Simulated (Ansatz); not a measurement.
# CsB7: one candidate of a structure search

Aim: relax a trial structure of CsB7 and see where it ends.

Computed with Ansatz 0.2.0 (DFT PBE, scalar-relativistic, plane waves, PAW, unless a step's input says otherwise).

## Step 1: Starting point

Symmetry: P-43m, No. 215, cubic system. The conventional cell has a = 5.169 Å, b = 5.169 Å, c = 5.169 Å, α = 90.00°, β = 90.00°, γ = 90.00°. Cs (site symmetry -43m) is surrounded by 4 B at 2.26 Å. Around B (site symmetry 3m) lie 3 B at 2.23 Å and 1 Cs at 2.26 Å. B (site symmetry -42m) is surrounded by 4 B at 2.23 Å.

Coordinates:

```
Cs B
1.0
     5.16898    0.00000    0.00000
     0.00000    5.16898    0.00000
     0.00000    0.00000    5.16898
Cs B
1 7
Direct
  0.00000 0.00000 0.00000
  0.25262 0.25262 0.25262
  0.00000 0.50000 0.50000
  0.50000 0.50000 0.00000
  0.50000 0.00000 0.50000
  0.74738 0.25262 0.74738
  0.74738 0.74738 0.25262
  0.25262 0.74738 0.74738
```

The cell is invented: species swapped into a database cell of Si7Ge (P-43m, No. 215), with B on the Si sites and Cs on the Ge sites. Lengths come from tabulated atomic sizes and are only a guess.

## Step 2: Probe: one point on a coarse mesh

The input, input.yaml:

```yaml
crystal:
  lattice:
    - [5.16897792, 0.0, 0.0]
    - [0.0, 5.16897792, 0.0]
    - [0.0, 0.0, 5.16897792]
  atoms:
    - { symbol: Cs, position: [0.0, 0.0, 0.0] }
    - { symbol: B, position: [0.25261521, 0.25261521, 0.25261521] }
    - { symbol: B, position: [0.0, 0.5, 0.5] }
    - { symbol: B, position: [0.5, 0.5, 0.0] }
    - { symbol: B, position: [0.5, 0.0, 0.5] }
    - { symbol: B, position: [0.74738479, 0.25261521, 0.74738479] }
    - { symbol: B, position: [0.74738479, 0.74738479, 0.25261521] }
    - { symbol: B, position: [0.25261521, 0.74738479, 0.74738479] }
basis:
  ecutwfc: 420
kpoints:
  mp_grid: { grid: [4, 4, 4] }
hamiltonian:
  xc: pbe
scf:
  occupations: { method: gaussian, width: 0.1 }
  lower_state_search: "off"
output:
  forces: true
  stress: true
  eigenvalues: true
```

The run is started by

```console
ansatz run input.yaml --threads 1 --pin off --max-ram 2048MiB --backend cpu --events-out ev --progress --plain --runs-dir out
```

Log, shortened:

```text
Warning: RAYON_NUM_THREADS=1 ignored (pool sized by the plan → 1); use --threads N
[...]
Pseudopotentials: kind: paw
Pseudopotential: Cs, paw, valence charge 9, recommended cutoff 420 eV (normal), Cs.paw.azcp
Pseudopotential: B, paw, valence charge 3, recommended cutoff 420 eV (normal), B.paw.azcp
Functional definition: PBE
[...]
Crystal: 8 atoms, lattice volume = 138.106 Å³
Basis set: ecut = 420 eV, 2721 PW (Γ), exchange–correlation on 72×72×72 points (8 copies of the dense FFT grid, shifted against one another)
Bands: 23, of which v1, the nominal top of the filled ones, is band 15 counted from 1 (14 counted from 0)
Symmetry: 24 space group operations
Space group: P-43m (ITA 215), of the structure as read, at distance tolerance 5.2e-5 Å
k-points: 10 of 64 (time reversal used)
[...]
SCF iter   1: F=—  HF=-6741.676960 eV  |F-HF|=—  |Δ(HF+E_count)|=         —  Δρ=1.51e-2  dr2=9.68e-1  ethr=1.77e-3  ⟨swp⟩=6.6  Hψ=1300  notcnv=0
[...]
SCF iter   7: F=-6741.475781 eV  HF=-6741.475781 eV  |F-HF|=6.98e-8  |Δ(HF+E_count)|=   7.23e-7  Δρ=5.26e-6  dr2=7.17e-8  ethr=3.33e-10  ⟨swp⟩=9.5  Hψ=1031  notcnv=0
[...]
SCF converged after 7 iterations
Free energy (F): -6741.475781 eV
[...]
E sigma→0 (E₀):  -6741.468512 eV
Entropy (-TS):   -0.014538 eV (-1.817 meV/atom)
Fermi energy:    4.044771 eV
[...]
--- Forces (eV/Å), atoms counted from 1 ---
  atom   1  Cs    -0.00000000     0.00000000     0.00000000
  atom   2  B      2.99336168     2.99336168     2.99336168
  atom   3  B     -0.00000000     0.00000000    -0.00000000
  atom   4  B     -0.00000000     0.00000000    -0.00000000
  atom   5  B     -0.00000000     0.00000000    -0.00000000
  atom   6  B     -2.99336168     2.99336168    -2.99336168
  atom   7  B     -2.99336168    -2.99336168     2.99336168
  atom   8  B      2.99336168    -2.99336168    -2.99336168
[...]
--- Stress (GPa, compression-positive) ---
      -20.103565       0.000000      -0.000000
        0.000000     -20.103565       0.000000
        0.000000       0.000000     -20.103565
  P = ⅓ Tr σ = -20.1036 GPa (-201.036 kbar)
--- Band table (eV; the first three rows and the last of 10) ---
  k-point 0: bands = ["-19.1359", "-6.9400", "-6.9400", "-6.9400", "-4.4235", "-1.2078", "-1.2078", "-0.0174", "-0.0174", "-0.0174", "2.9019", "2.9019", "2.9019", "4.2823", "4.6551", "4.6551", "4.6551", "5.0057", "5.0057", "5.0057", "6.2321", "6.2321"]
[...]
```

Run time: 3.2 s. Hardware: 1 thread of Arm Neoverse V1, shared host; peak memory 0.31 GiB.

The probe gives pressure -20.1 GPa, largest force 5.18 eV/Å, gap on this mesh none (metal). A cheap, loose relaxation comes first.

## Step 3: A loose first relaxation

input.yaml: that of step 2 with these lines changed.

```diff
@@ -27 +27,6 @@
   eigenvalues: true
+relax:
+  adjacent_minimum: "off"
+  f_tol: 0.04
+  max_steps: 70
+  cell: { stress_tol: 0.4 }
```

The run is started by

```console
ansatz run input.yaml --threads 1 --pin off --max-ram 2048MiB --backend cpu --events-out ev --progress --plain --runs-dir out
```

Log:

```text
Warning: RAYON_NUM_THREADS=1 ignored (pool sized by the plan → 1); use --threads N
Engine: ansatz 0.2.0, aarch64-unknown-linux-gnu
[... 4 set-up lines as earlier in the session ...]
  parameter kappa = 0.804
  parameter beta = 0.06672455060314922
  exchange = pbe_x(kappa = kappa, mu = beta*pi^2/3)
  correlation = pbe_c(beta = beta)
Crystal: 8 atoms, lattice volume = 138.106 Å³
Basis set: ecut = 420 eV, 2721 PW (Γ), exchange–correlation on 72×72×72 points (8 copies of the dense FFT grid, shifted against one another)
Bands: 23, of which v1, the nominal top of the filled ones, is band 15 counted from 1 (14 counted from 0)
[... 2 set-up lines as earlier in the session ...]
k-points: 10 of 64 (time reversal used)
Non-local potential: Cs, projectors of the file, l = 0: 3, l = 1: 2, l = 2: 2, l = 3: 2
Non-local potential: B, projectors of the file, l = 0: 2, l = 1: 2, l = 2: 1
PAW form: soft (Blöchl's): semilocal exchange-correlation on the pseudo side does not see the compensation charge
PAW one-centre angular grid: Cs, 194 points (default); XC on 64 Gauss nodes
PAW one-centre angular grid: B, 110 points (default); XC on 64 Gauss nodes
Initial density: superposition of atomic densities (neutral atoms: chi_scale 0, normalization atom), corrected by the library's trained network
Initial wavefunctions: pseudopotential atomic-orbital guess
Functional: x = pbe(κ = 0.804, μ = 0.2195149727645171), c = pbe(β = 0.06672455060314922)
SCF iter   1: F=—  HF=-6741.676960 eV  |F-HF|=—  |Δ(HF+E_count)|=         —  Δρ=1.51e-2  dr2=9.68e-1  ethr=1.77e-3  ⟨swp⟩=6.6  Hψ=1300  notcnv=0
preconditioner: auto → Kerker (q_TF=auto, 2.115 Å⁻¹)  [metal: Δε(μ)=0.062 eV  Ē_g=7.437 eV  σ=0.100 eV  W_gap=0.33  n_scr=26 (ndim 8)  ℏωp=16.7 eV  f_vac=0.000  D(μ)=5.84/eV (n_scr^D=56)]
SCF iter   2: F=—  HF=-6741.504680 eV  |F-HF|=—  |Δ(HF+E_count)|=   1.72e-1  Δρ=6.47e-3  dr2=1.60e-1  ethr=1.77e-3  ⟨swp⟩=2.3  Hψ=368  notcnv=0  defer=18
preconditioner: auto → Resta (q_TF=auto, 2.115 Å⁻¹)  ε∞=6.1  [insulator: Δε(μ)=0.118 eV  Ē_g=7.436 eV  σ=0.100 eV  W_gap=0.59  n_scr=26 (ndim 8)  ℏωp=16.7 eV  f_vac=0.000  D(μ)=3.28/eV (n_scr^D=18)  ε∞_Penn≈6.1]
SCF iter   3: F=—  HF=-6741.475416 eV  |F-HF|=—  |Δ(HF+E_count)|=   2.93e-2  Δρ=1.80e-3  dr2=5.66e-3  ethr=5.32e-4  ⟨swp⟩=2.9  Hψ=397  notcnv=0  defer=19
SCF iter   4: F=—  HF=-6741.475554 eV  |F-HF|=—  |Δ(HF+E_count)|=   1.38e-4  Δρ=5.13e-4  dr2=4.02e-4  ethr=1.89e-5  ⟨swp⟩=2.6  Hψ=347  notcnv=0  defer=19
SCF iter   5: F=—  HF=-6741.475770 eV  |F-HF|=—  |Δ(HF+E_count)|=   2.16e-4  Δρ=1.13e-4  dr2=2.15e-5  ethr=1.34e-6  ⟨swp⟩=2.7  Hψ=379  notcnv=0  defer=19
SCF iter   6: F=—  HF=-6741.475780 eV  |F-HF|=—  |Δ(HF+E_count)|=   1.04e-5  Δρ=1.85e-5  dr2=6.84e-7  ethr=7.17e-8  ⟨swp⟩=2.3  Hψ=371  notcnv=0  defer=18
SCF iter   7: F=-6741.475781 eV  HF=-6741.475781 eV  |F-HF|=6.99e-8  |Δ(HF+E_count)|=   7.19e-7  Δρ=5.28e-6  dr2=7.28e-8  ethr=3.33e-10  ⟨swp⟩=11.7  Hψ=1141  notcnv=0
SCF 1 converged in 7 iterations: F = -6741.475781 eV  dr2 = 7.28e-8
relax step   1: F+E_penalty+E_count = -6741.47578074 eV  Δ(F+E_penalty+E_count) = +0.000e0 eV  max|allowed force component| = 2.993e0 eV/Å  Δτ_max = 0.0000 Å  P = -20.104 GPa  Ω = 138.106 Å³  (7 SCF iters, dr2 threshold 1.00e-7 eV, accepted)
Crystal: 8 atoms, lattice volume = 126.011 Å³
Basis set: ecut = 420 eV, 2517 PW (Γ), exchange–correlation on 72×72×72 points (8 copies of the dense FFT grid, shifted against one another)
Initial density: handed on by an earlier stage of this run
Initial wavefunctions: those handed on with the density
iter 1 solved again at ethr=2.49e-3 eV; its pass at ethr=3.10e-3 eV (dr2=7.46e-1 eV) is discarded
SCF iter   1: F=—  HF=-6746.801847 eV  |F-HF|=—  |Δ(HF+E_count)|=         —  Δρ=2.01e-2  dr2=7.43e-1  ethr=2.49e-3  ⟨swp⟩=1.1  Hψ=1595  notcnv=0
preconditioner: auto → Resta (q_TF=auto, 2.148 Å⁻¹)  ε∞=5.9  [insulator: Δε(μ)=0.156 eV  Ē_g=7.916 eV  σ=0.100 eV  W_gap=0.59  n_scr=18 (ndim 8)  ℏωp=17.5 eV  f_vac=0.000  D(μ)=5.34/eV (n_scr^D=32)  ε∞_Penn≈5.9]
SCF iter   2: F=—  HF=-6746.651739 eV  |F-HF|=—  |Δ(HF+E_count)|=   1.50e-1  Δρ=8.38e-3  dr2=7.75e-2  ethr=2.48e-3  ⟨swp⟩=2.4  Hψ=366  notcnv=0
preconditioner: auto → Kerker (q_TF=auto, 2.148 Å⁻¹)  [metal: Δε(μ)=0.023 eV  Ē_g=7.880 eV  σ=0.100 eV  W_gap=0.13  n_scr=18 (ndim 8)  ℏωp=17.5 eV  f_vac=0.000  D(μ)=5.39/eV (n_scr^D=32)]
SCF iter   3: F=—  HF=-6746.641962 eV  |F-HF|=—  |Δ(HF+E_count)|=   9.78e-3  Δρ=2.97e-3  dr2=1.02e-2  ethr=2.58e-4  ⟨swp⟩=1.5  Hψ=262  notcnv=0
SCF iter   4: F=—  HF=-6746.642015 eV  |F-HF|=—  |Δ(HF+E_count)|=   5.30e-5  Δρ=6.08e-4  dr2=9.35e-4  ethr=3.40e-5  ⟨swp⟩=2.2  Hψ=375  notcnv=0
SCF iter   5: F=—  HF=-6746.642184 eV  |F-HF|=—  |Δ(HF+E_count)|=   1.69e-4  Δρ=1.75e-4  dr2=5.34e-5  ethr=3.12e-6  ⟨swp⟩=2.4  Hψ=323  notcnv=0
SCF iter   6: F=—  HF=-6746.642238 eV  |F-HF|=—  |Δ(HF+E_count)|=   5.39e-5  Δρ=3.90e-5  dr2=2.97e-6  ethr=1.78e-7  ⟨swp⟩=2.1  Hψ=343  notcnv=0
SCF iter   7: F=-6746.642240 eV  HF=-6746.642240 eV  |F-HF|=7.58e-8  |Δ(HF+E_count)|=   2.41e-6  Δρ=8.52e-6  dr2=1.71e-7  ethr=2.67e-9  ⟨swp⟩=6.5  Hψ=1189  notcnv=0
SCF 2 converged in 7 iterations: F = -6746.642240 eV  dr2 = 1.71e-7
relax step   2: F+E_penalty+E_count = -6746.64224002 eV  Δ(F+E_penalty+E_count) = -5.166e0 eV  max|allowed force component| = 2.359e0 eV/Å  Δτ_max = 0.1950 Å  P = -22.037 GPa  Ω = 126.011 Å³  energy of the carried Pulay correction = +7.899e-3 eV  (7 SCF iters, dr2 threshold 8.00e-7 eV, accepted)
Crystal: 8 atoms, lattice volume = 110.015 Å³
Basis set: ecut = 420 eV, 2109 PW (Γ), exchange–correlation on 72×72×72 points (8 copies of the dense FFT grid, shifted against one another)
iter 1 solved again at ethr=1.43e-3 eV; its pass at ethr=3.10e-3 eV (dr2=4.30e-1 eV) is discarded
SCF iter   1: F=—  HF=-6751.528537 eV  |F-HF|=—  |Δ(HF+E_count)|=         —  Δρ=1.92e-2  dr2=4.30e-1  ethr=1.43e-3  ⟨swp⟩=1.3  Hψ=1473  notcnv=0
preconditioner: auto → Kerker (q_TF=auto, 2.197 Å⁻¹)  [metal: Δε(μ)=0.069 eV  Ē_g=8.595 eV  σ=0.100 eV  W_gap=0.37  n_scr=18 (ndim 8)  ℏωp=18.7 eV  f_vac=0.000  D(μ)=6.03/eV (n_scr^D=56)]
SCF iter   2: F=—  HF=-6751.455424 eV  |F-HF|=—  |Δ(HF+E_count)|=   7.31e-2  Δρ=1.01e-2  dr2=1.09e-1  ethr=1.43e-3  ⟨swp⟩=1.9  Hψ=255  notcnv=0
SCF iter   3: F=—  HF=-6751.434630 eV  |F-HF|=—  |Δ(HF+E_count)|=   2.08e-2  Δρ=1.91e-3  dr2=4.94e-3  ethr=3.64e-4  ⟨swp⟩=3.0  Hψ=393  notcnv=0
SCF iter   4: F=—  HF=-6751.434397 eV  |F-HF|=—  |Δ(HF+E_count)|=   2.34e-4  Δρ=5.44e-4  dr2=3.59e-4  ethr=1.65e-5  ⟨swp⟩=2.2  Hψ=375  notcnv=0
SCF iter   5: F=—  HF=-6751.434637 eV  |F-HF|=—  |Δ(HF+E_count)|=   2.40e-4  Δρ=1.05e-4  dr2=1.36e-5  ethr=1.20e-6  ⟨swp⟩=3.0  Hψ=398  notcnv=0
SCF iter   6: F=—  HF=-6751.434653 eV  |F-HF|=—  |Δ(HF+E_count)|=   1.66e-5  Δρ=2.23e-5  dr2=9.06e-7  ethr=4.53e-8  ⟨swp⟩=2.0  Hψ=367  notcnv=0
SCF iter   7: F=-6751.434654 eV  HF=-6751.434654 eV  |F-HF|=2.24e-8  |Δ(HF+E_count)|=   8.91e-7  Δρ=6.19e-6  dr2=5.90e-8  ethr=2.67e-9  ⟨swp⟩=6.0  Hψ=1100  notcnv=0
SCF 3 converged in 7 iterations: F = -6751.434654 eV  dr2 = 5.90e-8
relax step   3: F+E_penalty+E_count = -6751.43465426 eV  Δ(F+E_penalty+E_count) = -4.792e0 eV  max|allowed force component| = 1.726e0 eV/Å  Δτ_max = 0.1949 Å  P = -19.487 GPa  Ω = 110.015 Å³  energy of the carried Pulay correction = +1.953e-2 eV  (7 SCF iters, dr2 threshold 8.00e-7 eV, accepted)
[... 11 lines left out ...]
relax step   4: F+E_penalty+E_count = -6754.91083706 eV  Δ(F+E_penalty+E_count) = -3.476e0 eV  max|allowed force component| = 1.550e0 eV/Å  Δτ_max = 0.1990 Å  P = -9.290 GPa  Ω = 93.695 Å³  energy of the carried Pulay correction = +3.307e-2 eV  (6 SCF iters, dr2 threshold 8.00e-7 eV, accepted)
[... 11 lines left out ...]
relax step   5: F+E_penalty+E_count = -6757.18424621 eV  Δ(F+E_penalty+E_count) = -2.273e0 eV  max|allowed force component| = 1.793e0 eV/Å  Δτ_max = 0.1931 Å  P = -2.326 GPa  Ω = 87.931 Å³  energy of the carried Pulay correction = +3.831e-2 eV  (6 SCF iters, dr2 threshold 8.00e-7 eV, accepted)
[... 10 lines left out ...]
relax step   6: F+E_penalty+E_count = -6757.94189846 eV  Δ(F+E_penalty+E_count) = -7.577e-1 eV  max|allowed force component| = 1.075e0 eV/Å  Δτ_max = 0.1952 Å  P = +3.956 GPa  Ω = 86.333 Å³  energy of the carried Pulay correction = +3.981e-2 eV  (6 SCF iters, dr2 threshold 8.00e-7 eV, accepted)
[... 10 lines left out ...]
relax step   7: F+E_penalty+E_count = -6757.34175858 eV  Δ(F+E_penalty+E_count) = +6.001e-1 eV  max|allowed force component| = 1.919e-1 eV/Å  Δτ_max = 0.0405 Å  P = -15.123 GPa  Ω = 101.978 Å³  energy of the carried Pulay correction = +2.597e-2 eV  (6 SCF iters, dr2 threshold 8.00e-7 eV, rejected (line search))
[... 12 lines left out ...]
relax step   8: F+E_penalty+E_count = -6757.98955787 eV  Δ(F+E_penalty+E_count) = -4.766e-2 eV  max|allowed force component| = 7.125e-1 eV/Å  Δτ_max = 0.0937 Å  P = +2.087 GPa  Ω = 85.658 Å³  energy of the carried Pulay correction = +4.045e-2 eV  (7 SCF iters, accepted)
[... 11 lines left out ...]
relax step   9: F+E_penalty+E_count = -6758.10142000 eV  Δ(F+E_penalty+E_count) = -1.119e-1 eV  max|allowed force component| = 1.160e-2 eV/Å  Δτ_max = 0.0465 Å  P = +0.274 GPa  Ω = 87.570 Å³  energy of the carried Pulay correction = +3.865e-2 eV  (6 SCF iters, dr2 threshold 8.00e-7 eV, accepted)
Basis set: ecut = 420 eV, 1743 PW (Γ), exchange–correlation on 60×60×60 points (8 copies of the dense FFT grid, shifted against one another)
Initial wavefunctions: pseudopotential atomic-orbital guess (no wavefunctions were taken with the density)
iter 1 solved again at ethr=3.97e-8 eV; its pass at ethr=3.10e-3 eV (dr2=1.19e-5 eV) is discarded
SCF iter   1: F=—  HF=-6758.091453 eV  |F-HF|=—  |Δ(HF+E_count)|=         —  Δρ=3.11e-4  dr2=8.21e-6  ethr=3.97e-8  ⟨swp⟩=3.4  Hψ=1953  notcnv=0
preconditioner: auto → Resta (q_TF=auto, 2.282 Å⁻¹)  ε∞=4.5  [insulator: Δε(μ)=0.233 eV  Ē_g=11.562 eV  σ=0.100 eV  W_gap=0.68  n_scr=18 (ndim 8)  ℏωp=21.7 eV  f_vac=0.000  D(μ)=5.70/eV (n_scr^D=56)  ε∞_Penn≈4.5]
SCF iter   2: F=—  HF=-6758.091500 eV  |F-HF|=—  |Δ(HF+E_count)|=   4.77e-5  Δρ=1.65e-4  dr2=2.29e-6  ethr=2.74e-8  ⟨swp⟩=2.0  Hψ=375  notcnv=0
SCF iter   3: F=—  HF=-6758.091517 eV  |F-HF|=—  |Δ(HF+E_count)|=   1.69e-5  Δρ=4.45e-6  dr2=1.34e-8  ethr=7.63e-9  ⟨swp⟩=2.0  Hψ=376  notcnv=0
iter 4 did not close the SCF: its close was put off for the readings that it lacked (scf_convergence_deferred on its scf_iter line)
SCF iter   4: F=-6758.091517 eV  HF=-6758.091517 eV  |F-HF|=1.28e-10  |Δ(HF+E_count)|=   1.84e-9  Δρ=4.33e-7  dr2=2.41e-10  ethr=4.45e-11  ⟨swp⟩=2.1  Hψ=383  notcnv=0
iter 5 did not close the SCF: its close was put off for the readings that it lacked (scf_convergence_deferred on its scf_iter line)
SCF iter   5: F=-6758.091517 eV  HF=-6758.091517 eV  |F-HF|=9.09e-13  |Δ(HF+E_count)|=  8.19e-11  Δρ=1.10e-7  dr2=1.18e-11  ethr=1.00e-12  ⟨swp⟩=2.0  Hψ=304  notcnv=0
SCF iter   6: F=-6758.091517 eV  HF=-6758.091517 eV  |F-HF|=0.00e0  |Δ(HF+E_count)|=  5.46e-12  Δρ=1.88e-8  dr2=2.76e-13  ethr=1.00e-12  ⟨swp⟩=2.3  Hψ=628  notcnv=0
SCF 10 converged in 6 iterations: F = -6758.091517 eV  dr2 = 2.76e-13
relax step  10: F+E_penalty+E_count = -6758.09151713 eV  Δ(F+E_penalty+E_count) = +9.903e-3 eV  max|allowed force component| = 1.351e-2 eV/Å  Δτ_max = 0.0000 Å  P = +0.143 GPa  Ω = 87.570 Å³  stress off target by 1.43e-1 GPa  SCF on the basis re-selected at this cell (its energy is not comparable with the rows above)  (6 SCF iters)
basis re-selected at this cell: Δ(F+E_penalty+E_count) = +9.903e-3 eV, ΔP = -0.131 GPa vs the last step (what re-selecting the basis moved, of the pressure what is left beyond the Pulay correction that the steps carried, after the strain that the cell walked since its last selection, with what the two solves' SCF thresholds leave and, on support functions, any second-order correction that the steps lacked; it is no measure of the basis error at this ecutwfc). The dense FFT grid was sized anew with the basis: this SCF ran on 30×30×30 points, the steps before it on 36×36×36, so part of this shift can come from that change (see relax.cell in the input reference). This SCF's stress stands 1.43e-1 GPa from its target on what of the cell is left free (relax.cell.stress_tol is 4.00e-1 GPa) and its largest allowed force component is 1.35e-2 eV/Å (relax.f_tol is 4.00e-2 eV/Å): within both
SCF converged after 6 iterations
Free energy (F): -6758.091517 eV
Harris-Foulkes:  -6758.091517 eV  (|F-HF|=0.00e0)
Internal energy: -6758.063023 eV  (E = F + TS)
E sigma→0 (E₀):  -6758.077270 eV
Entropy (-TS):   -0.028495 eV (-3.562 meV/atom)
Fermi energy:    8.817199 eV
--- Per-component energies (eV) ---
  E_band       = 47.279134
  E_kinetic    = 478.192637
  E_local      = -312.141920  (includes V_loc(G=0)·N_el)
  E_nonlocal   = 111.837498
  E_hartree    = 100.117456
  E_xc         = -397.804728
  E_vxc        = -391.814702  (∫ρ·V_xc dr)
  E_paw        = -5616.597901  (= ΣΔE_a)
  E_vpaw       = -39.029267  (= ΣTr[D̂ρ^β])
  E_aug_tail   = -0.000022  (compensation charges beyond the density's cutoff)
  E_ewald      = -1121.666042
  E_smearing   = -0.028495  (= −TS)
  E_closure    = 0.000000  (closes the sum)
  Σ components = -6758.091517   (vs F -6758.091517, Δ=0.00e0)
--- Forces (eV/Å), atoms counted from 1 ---
  atom   1  Cs    -0.00000000    -0.00000000    -0.00000000
  atom   2  B     -0.01350978    -0.01350978    -0.01350978
  atom   3  B      0.00000000    -0.00000000     0.00000000
  atom   4  B     -0.00000000     0.00000000     0.00000000
  atom   5  B     -0.00000000     0.00000000     0.00000000
  atom   6  B      0.01350978    -0.01350978     0.01350978
  atom   7  B      0.01350978     0.01350978    -0.01350978
  atom   8  B     -0.01350978     0.01350978     0.01350978
  max |Σ_I F_I| component: 3.47e-17 eV/Å
--- Stress (GPa, compression-positive) ---
        0.142884      -0.000000       0.000000
       -0.000000       0.142884       0.000000
        0.000000      -0.000000       0.142884
  P = ⅓ Tr σ = 0.1429 GPa (1.429 kbar)
--- Band table (eV; the first three rows and the last of 10) ---
  k-point 0: bands = ["-11.8395", "-5.6336", "-0.1296", "-0.1296", "-0.1296", "1.4856", "1.4856", "2.2189", "2.2189", "2.2189", "2.7678", "8.0281", "8.0281", "8.0281", "8.2000", "8.2000", "8.2000", "12.0018", "12.0018", "12.0018", "13.3625", "13.3625", "16.8630"]
  k-point 1: bands = ["-11.7974", "-5.6387", "-0.9169", "0.1553", "0.1553", "0.6412", "1.5939", "1.8902", "1.8902", "2.9151", "4.6934", "6.8612", "6.8612", "7.4884", "7.6945", "8.8585", "8.8585", "11.6359", "13.0744", "13.0744", "13.9199", "14.7713", "15.0006"]
  k-point 2: bands = ["-11.7541", "-5.6535", "-1.2473", "-0.1455", "0.7043", "0.7043", "1.2710", "1.2710", "1.7132", "4.0265", "6.1238", "6.5063", "6.5063", "6.9179", "7.1978", "8.6187", "8.6187", "11.0828", "13.5909", "14.0291", "15.5056", "15.5056", "16.4688"]
  k-point 9: bands = ["-11.6303", "-4.9353", "-1.1091", "-1.1091", "-1.1091", "-0.1417", "-0.1417", "-0.1417", "5.2708", "5.2708", "6.4971", "6.4971", "6.4971", "6.5970", "11.0623", "11.0623", "11.0623", "12.6104", "12.6104", "12.6104", "14.9665", "14.9665", "14.9665"]
--- Relaxed structure (9 steps of the walk, 8 accepted, 1 SCFs on fresh bases) ---
  F+E_penalty+E_count = -6758.09151713 eV   max|allowed force component| = 1.351e-2 eV/Å   (the final SCF, on the basis selected at the relaxed cell)
  cell:  # Å, volume = 87.5700 Å³
    - [4.440704118621142, -2.6561783816340627e-33, 1.7654473998942982e-34]
    - [-2.8487713760727863e-33, 4.440704118621141, -1.0171305901255758e-33]
    - [5.248161421196666e-33, -1.1455247587638756e-33, 4.440704118621141]
  atoms:
    - { symbol: Cs, position: [-1.1746098087257516e-18, 1.6780140124653603e-19, -5.034042037396071e-19] }
    - { symbol: B, position: [0.3564864935350493, 0.3564864935350493, 0.3564864935350493] }
    - { symbol: B, position: [-1.1746098087257501e-18, 0.5, 0.5] }
    - { symbol: B, position: [0.49999999999999994, 0.5, -5.0340420373960695e-19] }
    - { symbol: B, position: [0.49999999999999994, 1.6780140124653547e-19, 0.5] }
    - { symbol: B, position: [0.6435135064649506, 0.3564864935350493, 0.6435135064649509] }
    - { symbol: B, position: [0.6435135064649506, 0.6435135064649509, 0.3564864935350493] }
    - { symbol: B, position: [0.3564864935350493, 0.6435135064649509, 0.6435135064649509] }
```

Wall time 35 s (1 thread of Arm Neoverse V1, shared host); peak memory 0.34 GiB.

Relaxation path:

```csv
step,energy from step 1 (eV/cell),largest force component (eV/Å),pressure (GPa),volume (Å³)
1,0.0000,2.9934,-20.10,138.11
2,-5.1665,2.3587,-22.04,126.01
3,-9.9589,1.7259,-19.49,110.01
4,-13.4351,1.5496,-9.29,93.69
5,-15.7085,1.7934,-2.33,87.93
6,-16.4661,1.0749,3.96,86.33
7,-15.8660,0.1919,-15.12,101.98
8,-16.5138,0.7125,2.09,85.66
9,-16.6256,0.0116,0.27,87.57
10,-16.6157,0.0135,0.14,87.57
```

Step 1 is the start. Step 10 repeats the geometry before it on a plane-wave basis chosen anew for that cell, so its energy need not be comparable with the rows above. Step 7 was tried and not accepted.

|  | before | after | change |
| --- | --- | --- | --- |
| a (Å) | 5.169 | 4.441 | -14.1 % |
| b (Å) | 5.169 | 4.441 | -14.1 % |
| c (Å) | 5.169 | 4.441 | -14.1 % |
| volume (Å³/atom) | 17.26 | 10.95 | -36.6 % |
| shortest distance (Å) | 2.231 | 1.803 | -19.2 % |
| space group (0.01 Å) | P-43m | P-43m | same |

The run keeps the 24 symmetry operations of the start, so it could not have lowered the symmetry.

[end of part 1 of 2]
